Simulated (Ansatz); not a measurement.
# BHOF2 (difluorohydroxyborane) at BHLYP/def2-SVPD

Aim: the electronic atomisation energy of BHOF2 (difluorohydroxyborane) at BHLYP/def2-SVPD, from 5 runs. 

The results are computed with Ansatz 0.2.0.

63 further runs of the same task are left out: 63 set aside as unsound or not needed.

## (1) The molecule

BHOF2: 5 atoms, total charge 0, spin state singlet. As SMILES, `OB(F)F`. The shape is that of a PBE0-D4/def2-TZVP optimisation.

Bond lengths: O1–B2 1.345 Å, B2–F3 1.317 Å, B2–F4 1.327 Å, O1–H5 0.960 Å. Angles: O1–B2–F3 119.5°, O1–B2–F4 122.2°, F3–B2–F4 118.3°, B2–O1–H5 113.5°.

## (2) A single-point energy at BHLYP/def2-SVPD

Input file job.yaml:

```yaml
crystal:
  periodic: [false, false, false]
  atoms:
    - {symbol: O, position_ang: [0.038630, 1.000750, 0.174310]}
    - {symbol: B, position_ang: [0.105760, -0.342460, 0.137210]}
    - {symbol: F, position_ang: [0.731030, -0.986880, 1.100700]}
    - {symbol: F, position_ang: [-0.439530, -1.051930, -0.843330]}
    - {symbol: H, position_ang: [-0.435890, 1.380520, -0.568880]}
basis:
  gaussian: {orbitals: def2-SVPD}
output: {orbitals: {seedname: orbitals}}
accuracy: high
hamiltonian: {xc: {name: BHLYP}}
```

Started as:

```sh
$ ansatz run job.yaml --threads 1 --pin off --max-ram 3480MiB --events-out events.jsonl --progress --plain --runs-dir runs
```

Standard output:

```text
Warning: RAYON_NUM_THREADS=1 ignored (pool sized by the plan → 1); use --threads N
Functional definition: BHLYP
  name "BHLYP"
  parameter a = 0.5
  exchange = (1 - a)*b88_x + a*exact_x
  correlation = lyp_c
1902 factors; integrals over basis functions are off by at most 3.2e-9 eV
mean field evaluation 1: about -8165.1457 eV, gradient 5.1e1 eV
mean field evaluation 2: about -8164.6038 eV, gradient 5.4e1 eV
mean field evaluation 4: about -8169.2209 eV, gradient 1.8e0 eV
mean field evaluation 8: about -8169.2279 eV, gradient 3.0e-2 eV
mean field evaluation 16: about -8169.2279 eV, gradient 2.7e-6 eV
mean field -8169.22790729 eV, -300.2135882914 hartree, gradient 8.2e-8 eV, S^2 0.000000; 0 other end points of the search recorded, 0 dependent functions left out
reference -8169.22793056 eV, -300.2135891465 hartree; 16, 16 occupied and 81, 81 virtual orbitals, 1902 factors
Total energy: -8169.22793056 eV, -300.2135891465 hartree
```

Wall time 5.1 s (1 thread of Arm Neoverse V2, shared host); peak memory 0.27 GiB.

## (3) The B atom, same level

Input file in.yaml:

```yaml
crystal:
  periodic: [false, false, false]
  atoms:
    - {symbol: B, position_ang: [0.000000, 0.000000, 0.000000]}
basis:
  gaussian: {orbitals: def2-SVPD}
magnetization: {spin_polarized: true, initial_magnetization: 1}
hamiltonian: {xc: {name: BHLYP}}
accuracy: high
```

Run the same way, it converges to -24.62440 Eh (log not shown).

## (4) The F atom

Input file input.yaml:

```yaml
crystal:
  periodic: [false, false, false]
  atoms:
    - {symbol: F, position_ang: [0.000000, 0.000000, 0.000000]}
basis:
  gaussian:
    orbitals: def2-SVPD
magnetization:
  spin_polarized: true
  initial_magnetization: 1
hamiltonian:
  xc: {name: BHLYP}
accuracy: high
```

Started as:

```sh
$ ansatz run input.yaml --threads 1 --pin off --max-ram 3480MiB --events-out events.jsonl --progress --plain --runs-dir runs
```

Standard output:

```text
Warning: RAYON_NUM_THREADS=1 ignored (pool sized by the plan → 1); use --threads N
[... 5 set-up lines as earlier in the session ...]
194 factors; integrals over basis functions are off by at most 1.8e-9 eV
mean field evaluation 1: about -2710.8928 eV, gradient 4.6e0 eV
mean field evaluation 2: about -2710.9583 eV, gradient 7.5e-1 eV
mean field evaluation 4: about -2710.9614 eV, gradient 1.3e-1 eV
mean field evaluation 8: about -2710.9615 eV, gradient 1.2e-3 eV
mean field -2710.96149910 eV, -99.6259975361 hartree, gradient 7.0e-9 eV, S^2 0.752010; 0 other end points of the search recorded, 0 dependent functions left out
reference -2710.96151540 eV, -99.6259981353 hartree; 5, 4 occupied and 18, 19 virtual orbitals, 194 factors
Total energy: -2710.96151540 eV, -99.6259981353 hartree
```

Wall time 0.3 s (1 thread of Arm Neoverse V2, shared host).

## (5) The H atom, same level

Input file run.yaml:

```yaml
crystal:
  periodic: [false, false, false]
  atoms:
    - {symbol: H, position_ang: [0.000000, 0.000000, 0.000000]}
basis:
  gaussian:
    orbitals: def2-SVPD
magnetization:
  spin_polarized: true
  initial_magnetization: 1
hamiltonian:
  xc: {name: BHLYP}
accuracy: high
```

Run the same way, it converges to -0.49784 Eh (log not shown).

## (6) The O atom, same level

Input file input.yaml:

```yaml
crystal:
  periodic: [false, false, false]
  atoms:
    - {symbol: O, position_ang: [0.000000, 0.000000, 0.000000]}
basis:
  gaussian: {orbitals: def2-SVPD}
magnetization: {spin_polarized: true, initial_magnetization: 2}
hamiltonian: {xc: {name: BHLYP}}
accuracy: high
```

Run the same way, it converges to -74.98871 Eh (log not shown).

## (7) Outcome

At BHLYP/def2-SVPD:

| quantity | value |
| --- | --- |
| molecule: total energy | -300.21359 Eh |
| molecule: HOMO energy | -12.65 eV |
| molecule: LUMO energy | 0.24 eV |
| molecule: HOMO–LUMO gap | 12.89 eV |
| B atom: total energy | -24.62440 Eh |
| B atom: ⟨S²⟩ | 0.755 |
| F atom: total energy | -99.62600 Eh |
| F atom: ⟨S²⟩ | 0.752 |
| H atom: total energy | -0.49784 Eh |
| H atom: ⟨S²⟩ | 0.750 |
| O atom: total energy | -74.98871 Eh |
| O atom: ⟨S²⟩ | 2.005 |
| electronic atomisation energy | 23.147 eV |

**Reading.** Taking the molecule apart into free atoms costs 23.15 eV (2233 kJ/mol), before zero-point energy and without spin-orbit coupling.
